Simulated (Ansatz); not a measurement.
# Ga3Se (Pm-3m) in Ansatz: convergence with ecutrho ratio

Aim: find how far ecutrho ratio must go before the results for Ga3Se settle, at PBE. This setting moves, with any that are tied to it; all else stays.

Everything below comes from runs of Ansatz 0.2.0. Logs are shortened: lines on timing, memory, paths and dates and some standing lists are left out, and cuts for length are marked.

### 1 The structure

The structure is cubic, space group Pm-3m (No. 221). The conventional cell has a = 4.432 Å, b = 4.432 Å, c = 4.432 Å, α = 90.00°, β = 90.00°, γ = 90.00°. Se (site symmetry m-3m) is surrounded by 12 Ga at 3.13 Å. Around Ga (site symmetry 4/mmm) lie 4 Se at 3.13 Å and 8 Ga at 3.13 Å.

The cell comes from a database or a generator and needn't be the stable form of this composition.

### 2 With ecutrho ratio 4

File input.yaml:

```yaml
crystal:
  lattice:
    - [4.432465, 0.0, 0.0]
    - [0.0, 4.432465, 0.0]
    - [0.0, 0.0, 4.432465]
  atoms:
    - { symbol: Se, position: [0.0, 0.0, 0.0] }
    - { symbol: Ga, position: [0.5, 0.5, 0.0] }
    - { symbol: Ga, position: [0.5, 0.0, 0.5] }
    - { symbol: Ga, position: [0.0, 0.5, 0.5] }
hamiltonian:
  xc: pbe
  pseudopotentials: { kind: paw_fr }
magnetization:
  noncollinear: true
  spin_orbit: true
kpoints:
  mp_grid: { grid: [5, 5, 5] }
scf:
  occupations: { method: gaussian, width: 0.1 }
output:
  forces: true
  stress: true
  eigenvalues: true
basis:
  ecutrho_ratio: 4
```

Potentials or basis: Ansatz PAW.

On the command line:

```bash
> ansatz run input.yaml --threads 2 --pin off --max-ram 5632MiB --backend cpu --events-out ev --progress --plain --runs-dir out
```

Standard output:

```text
Warning: RAYON_NUM_THREADS=2 ignored (pool sized by the plan → 2); use --threads N
Engine: ansatz 0.2.0, aarch64-unknown-linux-gnu
Pseudopotentials: kind: paw_fr
Pseudopotential: Se, paw_fr, valence charge 16, recommended cutoff 420 eV (normal), Se.paw.azcp#standard-fr
Pseudopotential: Ga, paw_fr, valence charge 13, recommended cutoff 420 eV (normal), Ga.paw.azcp#standard-fr
Functional definition: PBE
  parameter kappa = 0.804
  parameter beta = 0.06672455060314922
  exchange = pbe_x(kappa = kappa, mu = beta*pi^2/3)
  correlation = pbe_c(beta = beta)
non-collinear run that drives no moment, with spin-orbit: no starting moment large enough to seed its density (crystal.atoms[].spin), no starting occupations that ask for one, no magnetisation constraint and no magnetic field, so the semilocal B_xc is pinned to zero
Crystal: 4 atoms, lattice volume = 87.084 Å³
Basis set: ecut = 420 eV, 1743 PW (Γ), exchange–correlation on 60×60×60 points (8 copies of the dense FFT grid, shifted against one another)
Bands: 66, of which v1, the nominal top of the filled ones, is band 55 counted from 1 (54 counted from 0)
Symmetry: 48 space group operations + 48 with time reversal
Magnetic group: BNS 221.93 (UNI 1595), of the structure as read, at distance tolerance 4.4e-5 Å
k-points: 10 of 125
Projection manifold: j_resolved (fully-relativistic pseudo-atomic orbitals)
Non-local potential: Se, projectors of the file, l = 0: 2, l = 1: 4, l = 2: 6, l = 3: 2
Non-local potential: Ga, projectors of the file, l = 0: 2, l = 1: 4, l = 2: 6, l = 3: 2
PAW form: soft (Blöchl's): semilocal exchange-correlation on the pseudo side does not see the compensation charge
PAW one-centre angular grid: Se, 590 points (default); XC on 96 Gauss nodes
PAW one-centre angular grid: Ga, 590 points (default); XC on 64 Gauss nodes
Initial density: superposition of atomic densities (chi_scale 0.1, normalization cell, long waves kept (reshape's long-wave potential 0.02 eV rms))
Initial wavefunctions: pseudopotential atomic-orbital guess
Functional: x = pbe(κ = 0.804, μ = 0.2195149727645171), c = pbe(β = 0.06672455060314922)
SCF iter   1: F=—  HF=-16820.007041 eV  |F-HF|=—  |Δ(HF+E_count)|=         —  Δρ=4.89e-2  dr2=5.11e0  dr2_m=0.00e0 (ungated)  ethr=3.10e-3  |M|=0.00e0 ∫|m|=0.00e0 μB  |m|>n=0.0e0 m-floor=0.0e0 τ_xc=0.0e0  β_m=0.30  ⟨swp⟩=5.7  Hψ=1329  notcnv=0
preconditioner: auto → Resta (q_TF=auto, 2.527 Å⁻¹)  ε∞=4.2  [insulator: Δε(μ)=0.224 eV  Ē_g=15.021 eV  σ=0.100 eV  W_gap=0.85  n_scr=26 (ndim 8)  ℏωp=26.7 eV  f_vac=0.000  D(μ)=1.12/eV (n_scr^D=6)  ε∞_Penn≈4.2]
spin=Noncollinear: Resta preconditioning applied to the charge; magnetization (m_x, m_y, m_z) channels mix plain (no charge-response kernel on spin).
SCF iter   2: F=—  HF=-16819.031040 eV  |F-HF|=—  |Δ(HF+E_count)|=   9.76e-1  Δρ=2.50e-2  dr2=1.16e0  dr2_m=0.00e0 (ungated)  ethr=3.10e-3  |M|=0.00e0 ∫|m|=0.00e0 μB  |m|>n=0.0e0 m-floor=0.0e0 τ_xc=0.0e0  β_m=0.42  ⟨swp⟩=2.2  Hψ=510  notcnv=0  defer=40
SCF iter   3: F=—  HF=-16818.693877 eV  |F-HF|=—  |Δ(HF+E_count)|=   3.37e-1  Δρ=9.82e-3  dr2=7.04e-2  dr2_m=0.00e0 (ungated)  ethr=2.12e-3  |M|=0.00e0 ∫|m|=0.00e0 μB  |m|>n=0.0e0 m-floor=0.0e0 τ_xc=0.0e0  β_m=0.54  ⟨swp⟩=2.0  Hψ=399  notcnv=0  defer=40
SCF iter   4: F=—  HF=-16818.659137 eV  |F-HF|=—  |Δ(HF+E_count)|=   3.47e-2  Δρ=3.35e-3  dr2=7.47e-3  dr2_m=0.00e0 (ungated)  ethr=1.28e-4  |M|=0.00e0 ∫|m|=0.00e0 μB  |m|>n=0.0e0 m-floor=0.0e0 τ_xc=0.0e0  β_m=0.66  ⟨swp⟩=2.2  Hψ=680  notcnv=0  defer=40
SCF iter   5: F=—  HF=-16818.657336 eV  |F-HF|=—  |Δ(HF+E_count)|=   1.80e-3  Δρ=5.48e-4  dr2=4.01e-4  dr2_m=0.00e0 (ungated)  ethr=1.36e-5  |M|=0.00e0 ∫|m|=0.00e0 μB  |m|>n=0.0e0 m-floor=0.0e0 τ_xc=0.0e0  β_m=0.63  ⟨swp⟩=2.0  Hψ=538  notcnv=0  defer=40
SCF iter   6: F=—  HF=-16818.657126 eV  |F-HF|=—  |Δ(HF+E_count)|=   2.10e-4  Δρ=4.01e-4  dr2=1.20e-4  dr2_m=0.00e0 (ungated)  ethr=7.28e-7  |M|=0.00e0 ∫|m|=0.00e0 μB  |m|>n=0.0e0 m-floor=0.0e0 τ_xc=0.0e0  β_m=0.73  ⟨swp⟩=2.0  Hψ=583  notcnv=0  defer=40
SCF iter   7: F=—  HF=-16818.657116 eV  |F-HF|=—  |Δ(HF+E_count)|=   9.78e-6  Δρ=7.10e-5  dr2=5.01e-6  dr2_m=0.00e0 (ungated)  ethr=2.19e-7  |M|=0.00e0 ∫|m|=0.00e0 μB  |m|>n=0.0e0 m-floor=0.0e0 τ_xc=0.0e0  β_m=0.87  ⟨swp⟩=2.0  Hψ=587  notcnv=0  defer=40
SCF iter   8: F=—  HF=-16818.657108 eV  |F-HF|=—  |Δ(HF+E_count)|=   7.97e-6  Δρ=1.30e-5  dr2=1.16e-7  dr2_m=0.00e0 (ungated)  ethr=9.11e-9  |M|=0.00e0 ∫|m|=0.00e0 μB  |m|>n=0.0e0 m-floor=0.0e0 τ_xc=0.0e0  β_m=0.91  ⟨swp⟩=2.0  Hψ=587  notcnv=0  defer=40
SCF iter   9: F=-16818.657108 eV  HF=-16818.657108 eV  |F-HF|=5.54e-9  |Δ(HF+E_count)|=   1.49e-9  Δρ=2.76e-6  dr2=5.33e-9  dr2_m=0.00e0 (ungated)  ethr=1.82e-10  |M|=0.00e0 ∫|m|=0.00e0 μB  |m|>n=0.0e0 m-floor=0.0e0 τ_xc=0.0e0  ⟨swp⟩=9.6  Hψ=1290  notcnv=0
SCF 1 converged in 9 iterations: F = -16818.657108 eV  dr2 = 5.33e-9
SCF converged after 9 iterations
Magnetization: |M| = 0.0000 μB,  M = (+0.0000, +0.0000, +0.0000) μB
Absolute magnetization: 0.0000 μB (∫|m|)
  site 0: m = (+0.0000, +0.0000, +0.0000) μB, |m| = 0.0000 μB  (R = 1.29 Å)
  site 1: m = (+0.0000, +0.0000, +0.0000) μB, |m| = 0.0000 μB  (R = 1.29 Å)
  site 2: m = (+0.0000, +0.0000, +0.0000) μB, |m| = 0.0000 μB  (R = 1.29 Å)
  site 3: m = (+0.0000, +0.0000, +0.0000) μB, |m| = 0.0000 μB  (R = 1.29 Å)
Free energy (F): -16818.657108 eV
Harris-Foulkes:  -16818.657108 eV  (|F-HF|=5.54e-9)
Internal energy: -16818.636183 eV  (E = F + TS)
E sigma→0 (E₀):  -16818.646645 eV
Entropy (-TS):   -0.020926 eV (-5.231 meV/atom)
Fermi energy:    8.679827 eV
--- Per-component energies (eV) ---
  E_band       = -525.392149
  E_kinetic    = 458.187411
  E_local      = -7834.600701  (includes V_loc(G=0)·N_el)
  E_nonlocal   = 668.219505
  E_hartree    = 3721.426113
  E_xc         = -311.910315
  E_vxc        = -271.264976  (∫ρ·V_xc dr)
  E_paw        = -7863.163770  (= ΣΔE_a)
  E_vpaw       = -988.784875  (= ΣTr[D̂ρ^β])
  E_aug_tail   = -0.001018  (compensation charges beyond the density's cutoff)
  E_ewald      = -5656.793407
  E_smearing   = -0.020926  (= −TS)
  E_closure    = -0.000000  (closes the sum)
  Σ components = -16818.657108   (vs F -16818.657108, Δ=0.00e0)
--- Forces (eV/Å), atoms counted from 1 ---
  atom   1  Se    -0.00000000     0.00000000    -0.00000000
  atom   2  Ga    -0.00000000    -0.00000000    -0.00000000
  atom   3  Ga    -0.00000000    -0.00000000     0.00000000
  atom   4  Ga     0.00000000     0.00000000     0.00000000
  max |Σ_I F_I| component: 2.38e-29 eV/Å
--- Stress (GPa, compression-positive) ---
       -0.193340       0.000000       0.000000
        0.000000      -0.193340       0.000000
        0.000000       0.000000      -0.193340
  P = ⅓ Tr σ = -0.1933 GPa (-1.933 kbar)
--- Band table (eV; the first three rows and the last of 10) ---
  k-point 0: bands = ["-39.7582", "-39.7582", "-39.7582", "-39.7582", "-38.8643", "-38.8643", "-38.8643", "-38.8643", "-38.8643", "-38.8643", "-6.5274", "-6.5274", "-6.5207", "-6.5207", "-6.5207", "-6.5207", "-6.5088", "-6.5088", "-6.5063", "-6.5063", "-6.5063", "-6.5063", "-6.0810", "-6.0810", "-6.0810", "-6.0810", "-6.0798", "-6.0798", "-6.0367", "-6.0367", "-6.0367", "-6.0367", "-6.0358", "-6.0358", "-5.9959", "-5.9959", "-5.9367", "-5.9367", "-5.9367", "-5.9367", "-4.8245", "-4.8245", "1.1689", "1.1689", "4.8072", "4.8072", "4.9970", "4.9970", "4.9970", "4.9970", "5.8283", "5.8283", "5.8283", "5.8283", "10.1866", "10.1866", "10.3168", "10.3168", "10.3168", "10.3168", "13.0339", "13.0339", "13.0339", "13.0339", "13.1489", "13.1489"]
  k-point 1: bands = ["-39.7582", "-39.7582", "-39.7582", "-39.7582", "-38.8643", "-38.8643", "-38.8643", "-38.8643", "-38.8643", "-38.8643", "-6.5242", "-6.5242", "-6.5175", "-6.5175", "-6.5142", "-6.5142", "-6.5036", "-6.5036", "-6.5033", "-6.5033", "-6.4993", "-6.4993", "-6.0816", "-6.0816", "-6.0769", "-6.0769", "-6.0730", "-6.0730", "-6.0400", "-6.0400", "-6.0376", "-6.0376", "-6.0344", "-6.0344", "-6.0031", "-6.0031", "-5.9514", "-5.9514", "-5.9459", "-5.9459", "-4.7142", "-4.7142", "0.8724", "0.8724", "3.8245", "3.8245", "5.1069", "5.1069", "5.2487", "5.2487", "6.0158", "6.0158", "7.4838", "7.4838", "9.7532", "9.7532", "9.7738", "9.7738", "9.8876", "9.8876", "11.5617", "11.5617", "12.4432", "12.4432", "12.5751", "12.5751"]
  k-point 2: bands = ["-39.7582", "-39.7582", "-39.7582", "-39.7582", "-38.8644", "-38.8644", "-38.8643", "-38.8643", "-38.8643", "-38.8643", "-6.5215", "-6.5215", "-6.5094", "-6.5094", "-6.5085", "-6.5085", "-6.5002", "-6.5002", "-6.4908", "-6.4908", "-6.4855", "-6.4855", "-6.0841", "-6.0841", "-6.0688", "-6.0688", "-6.0550", "-6.0550", "-6.0462", "-6.0462", "-6.0377", "-6.0377", "-6.0302", "-6.0302", "-6.0204", "-6.0204", "-5.9795", "-5.9795", "-5.9622", "-5.9622", "-4.5073", "-4.5073", "0.2755", "0.2755", "3.4211", "3.4211", "5.6267", "5.6267", "5.8243", "5.8243", "6.4141", "6.4141", "7.7092", "7.7092", "8.6060", "8.6060", "8.6856", "8.6856", "10.0795", "10.0795", "11.5614", "11.5614", "12.6240", "12.6240", "12.8093", "12.8093"]
  k-point 9: bands = ["-39.7582", "-39.7582", "-39.7582", "-39.7582", "-38.8644", "-38.8644", "-38.8643", "-38.8643", "-38.8643", "-38.8643", "-6.5485", "-6.5485", "-6.5196", "-6.5196", "-6.5186", "-6.5186", "-6.4986", "-6.4986", "-6.4976", "-6.4976", "-6.4732", "-6.4732", "-6.1171", "-6.1171", "-6.0698", "-6.0698", "-6.0480", "-6.0480", "-6.0460", "-6.0460", "-6.0424", "-6.0424", "-6.0231", "-6.0231", "-6.0179", "-6.0179", "-5.9710", "-5.9710", "-5.9703", "-5.9703", "-3.9619", "-3.9619", "2.2170", "2.2170", "3.1553", "3.1553", "3.1949", "3.1949", "4.5919", "4.5919", "4.6631", "4.6631", "4.8025", "4.8025", "6.4748", "6.4748", "11.5063", "11.5063", "12.2797", "12.2797", "12.4228", "12.4228", "15.5807", "15.5807", "15.6051", "15.6051"]
```

Run time: 12 s. Hardware: 2 threads of Arm Neoverse N1, shared host; peak memory 0.59 GiB.

What came out:

| Property | Result |
| --- | --- |
| Free energy | -16818.6571 eV |
| Pressure | -0.2 GPa |
| Band gap on the k mesh | none (metal or under the smearing width) |

### 3 With ecutrho ratio 5

input.yaml: that of step 2 with these lines changed.

```diff
@@ -25,2 +25,2 @@
 basis:
-  ecutrho_ratio: 4
+  ecutrho_ratio: 5
```

Potentials or basis: Ansatz PAW.

On the command line:

```bash
> ansatz run input.yaml --threads 2 --pin off --max-ram 5632MiB --backend cpu --events-out ev --progress --plain --runs-dir out
```

It took 12 s on 2 threads of Arm Neoverse N1, shared host; peak memory 0.62 GiB.

What came out:

```
Free energy            : -16818.6571 eV
Pressure               : -0.2 GPa
Band gap on the k mesh : none (metal or under the smearing width)
```

### 4 With ecutrho ratio 6

input.yaml: that of step 3 with these lines changed.

```diff
@@ -25,2 +25,2 @@
 basis:
-  ecutrho_ratio: 5
+  ecutrho_ratio: 6
```

On the command line:

```bash
> ansatz run input.yaml --threads 2 --pin off --max-ram 5632MiB --backend cpu --events-out ev --progress --plain --runs-dir out
```

Wall time 12 s (2 threads of Arm Neoverse N1, shared host); peak memory 0.66 GiB.

What came out:

| Quantity | Value |
| --- | --- |
| Free energy | -16818.6571 eV |
| Pressure | -0.2 GPa |
| Band gap on the k mesh | none (metal or under the smearing width) |

### 5 With ecutrho ratio 8

input.yaml: that of step 4 with these lines changed.

```diff
@@ -25,2 +25,2 @@
 basis:
-  ecutrho_ratio: 6
+  ecutrho_ratio: 8
```

On the command line:

```bash
> ansatz run input.yaml --threads 2 --pin off --max-ram 5632MiB --backend cpu --events-out ev --progress --plain --runs-dir out
```

Wall time 12 s (2 threads of Arm Neoverse N1, shared host); peak memory 0.71 GiB.

The run converged. Its results:

```yaml
Free_energy: -16818.6571 eV
Pressure: -0.2 GPa
Band_gap_on_the_k_mesh: none (metal or under the smearing width)
```

### 6 With ecutrho ratio 10

input.yaml: that of step 5 with these lines changed.

```diff
@@ -25,2 +25,2 @@
 basis:
-  ecutrho_ratio: 8
+  ecutrho_ratio: 10
```

Potentials or basis: Ansatz PAW.

On the command line:

```bash
> ansatz run input.yaml --threads 2 --pin off --max-ram 5632MiB --backend cpu --events-out ev --progress --plain --runs-dir out
```

Wall time 12 s (2 threads of Arm Neoverse N1, shared host); peak memory 0.75 GiB.

The run converged. Its results:

| Quantity | Value |
| --- | --- |
| Free energy | -16818.6571 eV |
| Pressure | -0.2 GPa |
| Band gap on the k mesh | none (metal or under the smearing width) |

### 7 With ecutrho ratio 12

input.yaml: that of step 6 with these lines changed.

```diff
@@ -25,2 +25,2 @@
 basis:
-  ecutrho_ratio: 10
+  ecutrho_ratio: 12
```

On the command line:

```bash
> ansatz run input.yaml --threads 2 --pin off --max-ram 5632MiB --backend cpu --events-out ev --progress --plain --runs-dir out
```

Wall time 13 s (2 threads of Arm Neoverse N1, shared host); peak memory 0.83 GiB.

It converged, with:

```
Free energy            : -16818.6571 eV
Pressure               : -0.2 GPa
Band gap on the k mesh : none (metal or under the smearing width)
```

### 8 Result

```csv
ecutrho ratio,"energy less the tightest run, at zero smearing (meV/atom)",SCF cycles,CPU time (s),peak memory (GiB)
4,-0.01,9,22,0.59
5,0.00,9,22,0.62
6,0.00,9,22,0.66
8,0.00,9,23,0.71
10,0.00,9,24,0.75
12,0.00,9,25,0.83
```

Against the tightest run, the energy stays within 1 meV/atom from 4 on. The tightest run that finished is the yardstick and may itself not be fully converged.
